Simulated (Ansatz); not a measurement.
# CoGe3: magnetic states

An exercise on one series of results from a longer session: the logs are not shown, and one member is left open.

Program: Ansatz 0.2.0. Level of theory: DFT PBE, scalar-relativistic, plane waves, PAW. These are calculated values, not measurements.

2 further runs of the same task are left out: 2 set aside as unsound or not needed.

### Starting point

It takes space group Pm-3m (No. 221, cubic). The conventional cell has a = 3.992 Å, b = 3.992 Å, c = 3.992 Å, α = 90.00°, β = 90.00°, γ = 90.00°. Ge (site symmetry 4/mmm) has 8 Ge at 2.82 Å and 4 Co at 2.82 Å as nearest neighbours. Around Co (site symmetry m-3m) lie 12 Ge at 2.82 Å.

Structure file:

```cif
data_structure
_symmetry_space_group_name_H-M 'P 1'
_symmetry_Int_Tables_number 1
_cell_length_a 3.9922
_cell_length_b 3.9922
_cell_length_c 3.9922
_cell_angle_alpha 90.000
_cell_angle_beta 90.000
_cell_angle_gamma 90.000
_cell_volume 63.63
loop_
_atom_site_label
_atom_site_type_symbol
_atom_site_fract_x
_atom_site_fract_y
_atom_site_fract_z
_atom_site_occupancy
Ge1 Ge 0.00000 0.50000 0.50000 1
Ge2 Ge 0.50000 0.00000 0.50000 1
Ge3 Ge 0.50000 0.50000 0.00000 1
Co1 Co 0.00000 0.00000 0.00000 1
```

It is the result of an earlier relaxation at this level (volume 15.91 Å³/atom; gap on the mesh: none (metal)).

This is a hypothetical structure, made by putting the elements on a prototype's sites.

The first run:

input.yaml

```yaml
crystal:
  lattice:
    - [3.9922210267, 0.0, 0.0]
    - [0.0, 3.9922210267, 0.0]
    - [0.0, 0.0, 3.9922210267]
  atoms:
    - { symbol: Ge, position: [0.0, 0.5, 0.5] }
    - { symbol: Ge, position: [0.5, 0.0, 0.5] }
    - { symbol: Ge, position: [0.5, 0.5, 0.0] }
    - { symbol: Co, position: [0.0, 0.0, 0.0], spin: 3.5 }
basis:
  ecutwfc: 420
kpoints:
  mp_grid: { grid: [10, 10, 10] }
hamiltonian:
  xc: pbe
scf:
  occupations: { method: gaussian, width: 0.1 }
  lower_state_search: "off"
output:
  forces: true
  stress: true
  eigenvalues: true
  populations: true
  write_density: true
  write_potential: true
  elf: true
  volumetric_format: npy
magnetization:
  spin_polarized: true
```

Launch:

```
ansatz run input.yaml --threads 1 --pin off --max-ram 2560MiB --backend cpu --events-out ev --progress --plain --runs-dir out
```

Steps of the session up to this table: Magnetic start: large parallel starting moments; Magnetic start: antiferromagnetic, doubled cell, propagation vector (0, 0, 1/2); Magnetic start: antiferromagnetic, doubled cell, propagation vector (0, 1/2, 1/2); Start: antiferromagnetic, doubled cell, propagation vector (1/2, 1/2, 1/2).

One table of the session follows, with a row left open; its other results are not shown here.

It belongs to the step «The magnetic starts in order of energy». 

```
                                                              start  energy above the lowest (meV/atom)  pressure (GPa)
    antiferromagnetic, doubled cell, propagation vector (0, 0, 1/2)                                0.00             1.4
                                    large parallel starting moments                                7.57             1.0
  antiferromagnetic, doubled cell, propagation vector (0, 1/2, 1/2)                                9.85             1.4
antiferromagnetic, doubled cell, propagation vector (1/2, 1/2, 1/2)                                   ?               ?
                                                            no spin                                14.0             0.0
```

**Question.** Estimate the row for antiferromagnetic, doubled cell, propagation vector (1/2, 1/2, 1/2).

The run gave: energy above the lowest (meV/atom): 13.8; pressure (GPa): 0.5. In the column «energy above the lowest (meV/atom)» it lies between antiferromagnetic, doubled cell, propagation vector (0, 1/2, 1/2) (9.85) and no spin (14.0).

Limits of these values: Only these starts were tried, so a lower state is not ruled out.
